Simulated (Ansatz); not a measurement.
**C2H5FGe: up Jacob's ladder to CCSD(T)**

Aim: compute C2H5FGe with functionals from several rungs and with coupled cluster. The yardstick is the atomisation energy at the CCSD(T) limit.

Computed with Ansatz 0.2.0, Gaussian basis. Level: functionals in def2-TZVPP, the program's frozen cores in correlated methods.

The runs, in order: PBE-D4, r2SCAN-D4, PBE0-D4, B3LYP-D4, ωB97X-V, ωB97M-V, B2PLYP; CCSD(T)/def2-TZVPP; MP2/def2-QZVPP; extrapolation to the limit.

## Step 1: Structure used throughout

All runs share one geometry, relaxed beforehand with PBE0-D4 in a triple-zeta def2 set.

SMILES `[F][GeH]1[CH2][CH2]1`, 9 atoms, charge 0, spin multiplicity 1.

Atoms are counted from 1 here; the program's logs count them from 0.

Bond lengths: F1–Ge2 1.739 Å, Ge2–C3 1.917 Å, Ge2–C4 1.917 Å, Ge2–H5 1.519 Å, C3–C4 1.556 Å, C3–H6 1.085 Å, C3–H7 1.085 Å, C4–H8 1.085 Å, C4–H9 1.085 Å. Angles: F1–Ge2–C3 115.4°, F1–Ge2–C4 115.4°, F1–Ge2–H5 109.1°, C3–Ge2–C4 47.9°, C3–Ge2–H5 128.5°, C4–Ge2–H5 128.5°, Ge2–C3–C4 66.1°, Ge2–C3–H6 117.7°, Ge2–C3–H7 119.7°, C4–C3–H6 116.0°, C4–C3–H7 116.8°, H6–C3–H7 112.9°, Ge2–C4–C3 66.1°, Ge2–C4–H8 117.7°, Ge2–C4–H9 119.7°, C3–C4–H8 116.0°, C3–C4–H9 116.8°, H8–C4–H9 112.9°.

## Step 2: PBE-D4 (GGA)

Contents of in.yaml:

```yaml
crystal:
  periodic: [false, false, false]
  atoms:
    - {symbol: F, position_ang: [-0.594559, -0.394902, -2.333605]}
    - {symbol: Ge, position_ang: [-0.348132, 0.561003, -0.902088]}
    - {symbol: C, position_ang: [0.947991, -0.126120, 0.332234]}
    - {symbol: C, position_ang: [-0.526394, -0.382363, 0.757415]}
    - {symbol: H, position_ang: [-0.688064, 2.009301, -1.207199]}
    - {symbol: H, position_ang: [1.515259, -1.001044, 0.032092]}
    - {symbol: H, position_ang: [1.521745, 0.559326, 0.947114]}
    - {symbol: H, position_ang: [-0.860494, -1.413947, 0.717702]}
    - {symbol: H, position_ang: [-0.878753, 0.142546, 1.639137]}
basis:
  gaussian: {orbitals: def2-TZVPP}
hamiltonian: {xc: pbe, dispersion: d4}
output: {forces: true, orbitals: {seedname: orbitals}}
```

Launch:

```console
ansatz run in.yaml --threads 4 --pin off --events-out ev --progress --plain --max-ram 10444MiB
```

After this run come: r2SCAN-D4 (meta-GGA); PBE0-D4 (hybrid); B3LYP-D4 (hybrid); ωB97X-V (range-separated); ωB97M-V (range-separated); B2PLYP (double hybrid); CCSD(T) in def2-TZVPP; MP2 in def2-QZVPP.

**Question.** What will the summary of the whole plan be? Wanted: atomisation energy, CCSD(T)/CBS; farthest; mean size of error, hybrid; mean size of error, range-separated; gap, smallest and largest; T1 diagnostic; triples share of the correlation energy.

As calculated:

| quantity | value |
| --- | --- |
| atomisation energy, CCSD(T)/CBS | 3228.6 kJ/mol |
| functionals within 32.3 kJ/mol (1.0 %) | r2SCAN-D4, PBE0-D4, B3LYP-D4, ωB97X-V, ωB97M-V |
| farthest | PBE-D4 (+49.6 kJ/mol) |
| mean size of error, hybrid | 19.2 kJ/mol |
| mean size of error, range-separated | 8.3 kJ/mol |
| gap, smallest and largest | 4.75 eV (PBE-D4), 11.36 eV (ωB97X-V) |
| T1 diagnostic | 0.0113 |
| triples share of the correlation energy | 3.7 % |

What this shows: PBE-D4 misses by +49.6 kJ/mol. Double hybrids carry the basis error of their MP2 part in triple zeta, and no dispersion term here, so their miss is partly the set-up's. The reference freezes the cores and leaves out relativity and excitations past (T), and its outer-core shells are covered unevenly, so misses under about 32.3 kJ/mol can't be ranked. Hartree-Fock recovers 72 % of the binding; the rest is correlation. The gap grows from 4.8 to 11.4 eV across the functionals, mostly with the share of exact exchange. Correlated methods include outer-core shells of Ge, which these sets cover unevenly.
